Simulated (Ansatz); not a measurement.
# SiHSeO radical (SMILES [O][SiH]=[Se]): functionals against CCSD(T) at one geometry

Aim: energy, forces and dipole at a structure displaced at random from a GFN2-xTB minimum, from CCSD(T) and from density functionals.

Computed with Ansatz 0.2.0, Gaussian basis. Level: single points in def2-TZVPP.

Correlated methods freeze the cores. Filled d shells of the heavier atoms are correlated. Orbitals are unrestricted.

**1. Starting geometry**

SMILES `[O][SiH]=[Se]`, 4 atoms, charge 0, spin multiplicity 2.

Atoms are counted from 1 here; the program's logs count them from 0.

Bond lengths: O1–Si2 1.484 Å, Si2–Se3 2.389 Å, Si2–H4 1.620 Å. Angles: O1–Si2–Se3 122.3°, O1–Si2–H4 136.2°, Se3–Si2–H4 97.2°.

As a file:

```xyz
4
HOSeSi
O    -1.3348   -0.4534    0.9768
Si   -0.3608   -0.0227   -0.0570
Se    1.9847   -0.4237    0.1536
H    -0.2648    1.1709   -1.1477
```

**2. CCSD(T)/def2-TZVPP**

File run/in.yaml:

```yaml
crystal:
  periodic: [false, false, false]
  atoms:
    - {symbol: O, position_ang: [-1.334800, -0.453400, 0.976800]}
    - {symbol: Si, position_ang: [-0.360800, -0.022700, -0.057000]}
    - {symbol: Se, position_ang: [1.984700, -0.423700, 0.153600]}
    - {symbol: H, position_ang: [-0.264800, 1.170900, -1.147700]}
basis:
  gaussian: {orbitals: def2-TZVPP}
magnetization: {spin_polarized: true, initial_magnetization: 1}
correlation: {method: ccsd_t}
scf: {omitted_lower_state_checks: [cluster_reference]}
output: {forces: true}
```

The command line of these runs was not kept.

**3. PBE0-D4/def2-TZVPP**

Edit run/in.yaml of step 2 so:

```diff
@@ -10,4 +10,3 @@
 magnetization: {spin_polarized: true, initial_magnetization: 1}
-correlation: {method: ccsd_t}
-scf: {omitted_lower_state_checks: [cluster_reference]}
-output: {forces: true}
+hamiltonian: {xc: pbe0, dispersion: d4}
+output: {forces: true, orbitals: {seedname: orbitals}}
```

**4. wB97M-V/def2-TZVPP**

Edit run/in.yaml of step 3 so:

```diff
@@ -10,3 +10,3 @@
 magnetization: {spin_polarized: true, initial_magnetization: 1}
-hamiltonian: {xc: pbe0, dispersion: d4}
-output: {forces: true, orbitals: {seedname: orbitals}}
+hamiltonian: {xc: {name: wB97M-V}}
+output: {forces: true}
```

**5. r2SCAN-D4/def2-TZVPP**

Edit run/in.yaml of step 4 so:

```diff
@@ -10,3 +10,3 @@
 magnetization: {spin_polarized: true, initial_magnetization: 1}
-hamiltonian: {xc: {name: wB97M-V}}
+hamiltonian: {xc: r2scan, dispersion: d4}
 output: {forces: true}
```

**6. PBE-D4/def2-TZVPP**

Edit run/in.yaml of step 5 so:

```diff
@@ -10,3 +10,3 @@
 magnetization: {spin_polarized: true, initial_magnetization: 1}
-hamiltonian: {xc: r2scan, dispersion: d4}
+hamiltonian: {xc: pbe, dispersion: d4}
 output: {forces: true}
```

**7. r2SCANh-D4/def2-TZVPP**

Edit run/in.yaml of step 6 so:

```diff
@@ -10,3 +10,3 @@
 magnetization: {spin_polarized: true, initial_magnetization: 1}
-hamiltonian: {xc: pbe, dispersion: d4}
+hamiltonian: {xc: {name: r2SCANh}, dispersion: d4}
 output: {forces: true}
```

**8. BHLYP-D4/def2-TZVPP**

Edit run/in.yaml of step 7 so:

```diff
@@ -10,3 +10,3 @@
 magnetization: {spin_polarized: true, initial_magnetization: 1}
-hamiltonian: {xc: {name: r2SCANh}, dispersion: d4}
+hamiltonian: {xc: {name: BHLYP}, dispersion: d4}
 output: {forces: true}
```

(Steps that only read results are left out.)

Q: Predict the outcome of this session. Wanted: energy less free atoms, CCSD(T)/def2-TZVPP; RMS force component; RMS force error; HOMO and LUMO, PBE0-D4; T1 diagnostic.

The runs gave:

| quantity | value |
| --- | --- |
| energy less free atoms, CCSD(T)/def2-TZVPP | -267.1 kcal/mol |
| RMS force component | 1.444 to 1.876 eV/Å over the methods |
| RMS force error | PBE0-D4 0.248, wB97M-V 0.251, r2SCAN-D4 0.111, PBE-D4 0.235, r2SCANh-D4 0.225, BHLYP-D4 0.599 eV/Å |
| HOMO and LUMO, PBE0-D4 | -7.66 and -4.94 eV |
| T1 diagnostic | 0.017 |

In words: Against CCSD(T) the functionals' energies less atoms differ by -24.1 to +7.1 kcal/mol, PBE-D4 by -24.1 kcal/mol. The reference is not at the basis limit: in triple zeta CCSD(T) underbinds, which counts against methods that bind more; the gaps are no ranking. On forces the order runs from r2SCAN-D4 to BHLYP-D4. Frozen-core CCSD(T) forces in triple zeta carry basis errors of their own, and this is one geometry, so small gaps rank nothing.
